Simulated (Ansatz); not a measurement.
# Te2Au: the cost of one run

Method: DFT LDA, scalar-relativistic, plane waves, PAW, in Ansatz 0.2.0.

3 further runs of the same task are left out: 1 that didn't finish, 2 set aside as unsound or not needed.

## 1. Starting point

The structure is trigonal, space group P-3m1 (No. 164). The conventional cell has a = 4.224 Å, b = 4.224 Å, c = 5.180 Å, α = 90.00°, β = 90.00°, γ = 120.00°. Te (site symmetry 3m) has 3 Au at 2.86 Å and 3 Te at 3.28 Å as nearest neighbours. Around Au (site symmetry -3m) lie 6 Te at 2.86 Å.

Coordinates:

```
CELL_PARAMETERS angstrom
4.22354 0.00000 0.00000
-2.11177 3.65769 0.00000
0.00000 0.00000 5.18030
ATOMIC_POSITIONS crystal
Te 0.66667 0.33333 0.28866
Te 0.33333 0.66667 0.71134
Au 0.00000 0.00000 0.00000
```

It is the result of an earlier relaxation at this level (volume 26.68 Å³/atom; gap on the mesh: none (metal)).

## 2. The cell under LDA

input.yaml reads:

```yaml
crystal:
  lattice:
    - [4.2235396149, 0.0, 0.0]
    - [-2.1117698074, 3.6576926004, 0.0]
    - [0.0, 0.0, 5.1803032353]
  atoms:
    - { symbol: Te, position: [0.6666666667, 0.3333333333, 0.2886587539] }
    - { symbol: Te, position: [0.3333333333, 0.6666666667, 0.7113412461] }
    - { symbol: Au, position: [0.0, 0.0, 0.0] }
basis:
  ecutwfc: 420
kpoints:
  mp_grid: { grid: [12, 12, 8] }
hamiltonian:
  xc: lda
scf:
  occupations: { method: gaussian, width: 0.1 }
output:
  forces: true
  stress: true
  eigenvalues: true
relax:
  adjacent_minimum: "off"
  f_tol: 0.005
  max_steps: 50
  cell: { stress_tol: 0.05 }
```

Command:

```console
> ansatz run input.yaml --threads 1 --pin off --max-ram 2560MiB --backend cpu --events-out ev --progress --plain --runs-dir out
```

Q: Estimate wall time and peak memory on 1 thread of Arm Neoverse V2, shared host.

About 85 s, with a peak of 0.51 GiB.
